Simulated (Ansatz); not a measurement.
# FH2NO2W: basis-set convergence

The task here is to estimate one member of a computed series from the others.

The runs use Ansatz 0.2.0, Gaussian basis; one geometry, several basis sets.

The runs, in order: PBE0-D4/def2-SVP; ωB97M-V/def2-SVP; PBE0-D4/def2-QZVPP; ωB97M-V/def2-QZVPP; the functionals' def2-TZVPP values are taken from earlier runs.

### The relaxed structure

All runs share one geometry, relaxed beforehand with PBE0-D4 in a triple-zeta def2 set. W takes the def2 core potential; no spin-orbit term is included.

SMILES `[NH2][W](=[O])(=[O])[F]`, 7 atoms, charge 0, spin multiplicity 1.

Atoms are counted from 1 here; the program's logs count them from 0.

Bond lengths: N1–W2 1.929 Å, N1–H6 1.010 Å, N1–H7 1.010 Å, W2–O3 1.703 Å, W2–O4 1.703 Å, W2–F5 1.865 Å. Angles: W2–N1–H6 123.3°, W2–N1–H7 123.3°, H6–N1–H7 111.6°, N1–W2–O3 107.7°, N1–W2–O4 107.7°, N1–W2–F5 111.2°, O3–W2–O4 110.3°, O3–W2–F5 109.9°, O4–W2–F5 109.9°.

Set-up of the first run:

in.yaml

```yaml
crystal:
  periodic: [false, false, false]
  atoms:
    - {symbol: N, position_ang: [-0.791459, 0.777566, 0.425375]}
    - {symbol: W, position_ang: [0.510877, -0.458290, -0.279717]}
    - {symbol: O, position_ang: [1.211248, -1.280158, 1.037016]}
    - {symbol: O, position_ang: [-0.309894, -1.554113, -1.292277]}
    - {symbol: F, position_ang: [1.831877, 0.433774, -1.247227]}
    - {symbol: H, position_ang: [-0.772142, 1.122346, 1.373997]}
    - {symbol: H, position_ang: [-1.680508, 0.958874, -0.017167]}
basis:
  gaussian: {orbitals: def2-SVP}
hamiltonian: {xc: pbe0, dispersion: d4}
output: {orbitals: {seedname: orbitals}}
```

Run with:

```console
$ ansatz run in.yaml --threads 4 --pin off --events-out ev --progress --plain --max-ram 10444MiB
```

Steps of the session up to this table: PBE0-D4 in def2-SVP; ωB97M-V in def2-SVP; PBE0-D4 in def2-QZVPP; ωB97M-V in def2-QZVPP.

One of the session's tables, all rows but one given; the rest of the session is left out.

It belongs to the step «Functionals by basis». 

| functional | basis | HOMO (eV) |
| --- | --- | --- |
| PBE0-D4 | def2-SVP | ? |
| PBE0-D4 | def2-TZVPP | -9.05 |
| PBE0-D4 | def2-QZVPP | -9.08 |
| ωB97M-V | def2-SVP | -11.27 |
| ωB97M-V | def2-TZVPP | -11.38 |
| ωB97M-V | def2-QZVPP | -11.41 |

**Question.** Estimate the row for PBE0-D4, def2-SVP.

**Answer.** HOMO (eV): -8.96. In the column «HOMO (eV)» it is the highest.
